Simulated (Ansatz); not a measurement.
# Cs6Ga: the cost of one run

Computed with Ansatz 0.2.0 (DFT PBE, scalar-relativistic, plane waves, PAW, unless a step's input says otherwise).

## Step 1: Starting point

Symmetry: Im-3m, No. 229, cubic system. Conventional cell: a = 8.781 Å, b = 8.781 Å, c = 8.781 Å, α = 90.00°, β = 90.00°, γ = 90.00°. Around Cs (site symmetry 4mm) lie 1 Ga at 2.41 Å. Ga (site symmetry m-3m) has 6 Cs at 2.41 Å as nearest neighbours.

As a file:

```
CELL_PARAMETERS angstrom
-4.39074 4.39074 4.39074
4.39074 -4.39074 4.39074
4.39074 4.39074 -4.39074
ATOMIC_POSITIONS crystal
Cs 0.72563 0.72563 0.00000
Cs 0.27437 0.27437 0.00000
Cs 0.00000 0.27437 0.27437
Cs 0.00000 0.72563 0.72563
Cs 0.72563 0.00000 0.72563
Cs 0.27437 0.00000 0.27437
Ga 0.00000 0.00000 0.00000
```

Recipe of the guess: species swapped into a database cell of SF6 (Im-3m, No. 229), with Ga on the S sites and Cs on the F sites. Its size is a rough estimate.

## Step 2: A first look at the guess

Input file input.yaml:

```yaml
crystal:
  lattice:
    - [-4.39073567, 4.39073567, 4.39073567]
    - [4.39073567, -4.39073567, 4.39073567]
    - [4.39073567, 4.39073567, -4.39073567]
  atoms:
    - { symbol: Cs, position: [0.72562718, 0.72562718, 0.0] }
    - { symbol: Cs, position: [0.27437282, 0.27437282, 0.0] }
    - { symbol: Cs, position: [0.0, 0.27437282, 0.27437282] }
    - { symbol: Cs, position: [0.0, 0.72562718, 0.72562718] }
    - { symbol: Cs, position: [0.72562718, 0.0, 0.72562718] }
    - { symbol: Cs, position: [0.27437282, 0.0, 0.27437282] }
    - { symbol: Ga, position: [0.0, 0.0, 0.0] }
basis:
  ecutwfc: 420
kpoints:
  mp_grid: { grid: [4, 4, 4] }
hamiltonian:
  xc: pbe
scf:
  occupations: { method: gaussian, width: 0.1 }
  lower_state_search: "off"
output:
  forces: true
  stress: true
  eigenvalues: true
```

The run is started by

```bash
$ ansatz run input.yaml --threads 1 --pin off --max-ram 2048MiB --backend cpu --events-out ev --progress --plain --runs-dir out
```

Q: Estimate wall time and peak memory on 1 thread of Arm Neoverse V1, shared host.

About 14 s, with a peak of 0.54 GiB.
